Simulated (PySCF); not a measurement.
# Ni: excitation energy in x2c-TZVPPall

Each state of nickel is computed at each level; their differences give the excitation energy. How far do the methods differ?

Method: unrestricted determinants in a Gaussian basis, no spin-orbit coupling in the energies. Code: PySCF 2.14.0.

### Step 1. Starting point

* Element: nickel (Z = 28)
* Basis: x2c-TZVPPall
* Hamiltonian: the spin-free X2C one-electron Hamiltonian (Gaussian nucleus)
* State 1: Ni: [Ar] 3d10, closed-shell 1S (an excited configuration)
* Needed too, but not shown: Ni [Ar] 3d8 4s2 (3F)
* Methods: UHF, LDA, PBE, PBE0, r2SCAN, MN15, B2PLYP, BP86, HSE06, MP2
* Core shells frozen in the correlated runs: valence: [Ar]; valence and next inner shell: [Ne] (for Ni)

Outer shells as boxes (Hund's rule):

Ni [Ar] 3d10
```
[Ar] core
3d [↑↓][↑↓][↑↓][↑↓][↑↓]
```

The runs were made by one driver on top of PySCF. The scripts below sum up each run's settings (the driver also hands on starting orbitals that pick excited configurations, and frozen orbitals as a list rather than a count), and the logs come from the driver's own runs. The driver starts from symmetry-adapted Hartree-Fock orbitals, holds the occupation by maximum overlap and uses a logarithmic radial grid for functionals, so a plain start would take other cycles.

The integrals over 64 functions and the set-up took 0.5 s of CPU time.

### Step 2. Ni [Ar] 3d10

Level: UHF.

File input.py:

```python
from pyscf import gto, scf, dft, mp, cc
import basis_set_exchange as bse
mol = gto.M(atom="Ni 0 0 0", charge=0, spin=0, symmetry="D2h",
            basis=gto.basis.parse(bse.get_basis("x2c-TZVPPall", elements=["Ni"], fmt="nwchem")),
            nucmod="G")
mf = scf.UHF(mol).sfx2c1e()
mf.irrep_nelec = {'Ag': (5, 5), 'B1g': (1, 1), 'B2g': (1, 1), 'B3g': (1, 1), 'B1u': (2, 2), 'B2u': (2, 2), 'B3u': (2, 2)}
mf.kernel()
```

Level: LDA.

input.py differs from the last one in:

```diff
@@ -5,3 +5,3 @@
             nucmod="G")
-mf = scf.UHF(mol).sfx2c1e()
+mf = dft.UKS(mol, xc="LDA,VWN").sfx2c1e()
 mf.irrep_nelec = {'Ag': (5, 5), 'B1g': (1, 1), 'B2g': (1, 1), 'B3g': (1, 1), 'B1u': (2, 2), 'B2u': (2, 2), 'B3u': (2, 2)}
```

Level: PBE.

input.py differs from the last one in:

```diff
@@ -5,3 +5,3 @@
             nucmod="G")
-mf = dft.UKS(mol, xc="LDA,VWN").sfx2c1e()
+mf = dft.UKS(mol, xc="PBE").sfx2c1e()
 mf.irrep_nelec = {'Ag': (5, 5), 'B1g': (1, 1), 'B2g': (1, 1), 'B3g': (1, 1), 'B1u': (2, 2), 'B2u': (2, 2), 'B3u': (2, 2)}
```

Level: PBE0.

input.py differs from the last one in:

```diff
@@ -5,3 +5,3 @@
             nucmod="G")
-mf = dft.UKS(mol, xc="PBE").sfx2c1e()
+mf = dft.UKS(mol, xc="PBE0").sfx2c1e()
 mf.irrep_nelec = {'Ag': (5, 5), 'B1g': (1, 1), 'B2g': (1, 1), 'B3g': (1, 1), 'B1u': (2, 2), 'B2u': (2, 2), 'B3u': (2, 2)}
```

Level: r2SCAN.

input.py differs from the last one in:

```diff
@@ -5,3 +5,3 @@
             nucmod="G")
-mf = dft.UKS(mol, xc="PBE0").sfx2c1e()
+mf = dft.UKS(mol, xc="R2SCAN").sfx2c1e()
 mf.irrep_nelec = {'Ag': (5, 5), 'B1g': (1, 1), 'B2g': (1, 1), 'B3g': (1, 1), 'B1u': (2, 2), 'B2u': (2, 2), 'B3u': (2, 2)}
```

Level: MN15.

input.py differs from the last one in:

```diff
@@ -5,3 +5,3 @@
             nucmod="G")
-mf = dft.UKS(mol, xc="R2SCAN").sfx2c1e()
+mf = dft.UKS(mol, xc="MN15").sfx2c1e()
 mf.irrep_nelec = {'Ag': (5, 5), 'B1g': (1, 1), 'B2g': (1, 1), 'B3g': (1, 1), 'B1u': (2, 2), 'B2u': (2, 2), 'B3u': (2, 2)}
```

Level: B2PLYP.

input.py differs from the last one in:

```diff
@@ -5,3 +5,3 @@
             nucmod="G")
-mf = dft.UKS(mol, xc="MN15").sfx2c1e()
+mf = dft.UKS(mol, xc="0.53*HF + 0.47*B88, 0.73*LYP").sfx2c1e()
 mf.irrep_nelec = {'Ag': (5, 5), 'B1g': (1, 1), 'B2g': (1, 1), 'B3g': (1, 1), 'B1u': (2, 2), 'B2u': (2, 2), 'B3u': (2, 2)}
```

Level: BP86.

input.py differs from the last one in:

```diff
@@ -5,3 +5,3 @@
             nucmod="G")
-mf = dft.UKS(mol, xc="0.53*HF + 0.47*B88, 0.73*LYP").sfx2c1e()
+mf = dft.UKS(mol, xc="B88,P86").sfx2c1e()
 mf.irrep_nelec = {'Ag': (5, 5), 'B1g': (1, 1), 'B2g': (1, 1), 'B3g': (1, 1), 'B1u': (2, 2), 'B2u': (2, 2), 'B3u': (2, 2)}
```

Level: HSE06.

input.py differs from the last one in:

```diff
@@ -5,3 +5,3 @@
             nucmod="G")
-mf = dft.UKS(mol, xc="B88,P86").sfx2c1e()
+mf = dft.UKS(mol, xc="HSE06").sfx2c1e()
 mf.irrep_nelec = {'Ag': (5, 5), 'B1g': (1, 1), 'B2g': (1, 1), 'B3g': (1, 1), 'B1u': (2, 2), 'B2u': (2, 2), 'B3u': (2, 2)}
```

### Step 3. Ni [Ar] 3d10, continued

Level: MP2 (valence).

Changes to input.py since step 2:

```diff
@@ -5,4 +5,5 @@
             nucmod="G")
-mf = dft.UKS(mol, xc="HSE06").sfx2c1e()
+mf = scf.UHF(mol).sfx2c1e()
 mf.irrep_nelec = {'Ag': (5, 5), 'B1g': (1, 1), 'B2g': (1, 1), 'B3g': (1, 1), 'B1u': (2, 2), 'B2u': (2, 2), 'B3u': (2, 2)}
 mf.kernel()
+mp.UMP2(mf, frozen=9).kernel()
```

Level: MP2 (valence and next inner shell).

input.py differs from the last one in:

```diff
@@ -8,2 +8,2 @@
 mf.kernel()
-mp.UMP2(mf, frozen=9).kernel()
+mp.UMP2(mf, frozen=5).kernel()
```

**Question.** What will these runs give?

**Answer**, as computed:

| quantity | value |
| --- | --- |
| excitation energy, Ni → [Ar] 3d10 | UHF 6.311, MP2 (valence and next inner shell) -1.230 eV |

What this shows: The methods span 7.542 eV, from MP2 (valence and next inner shell) (-1.230) to UHF (6.311). No reference value is at hand in this session. The basis is finite, and no extrapolation was made.
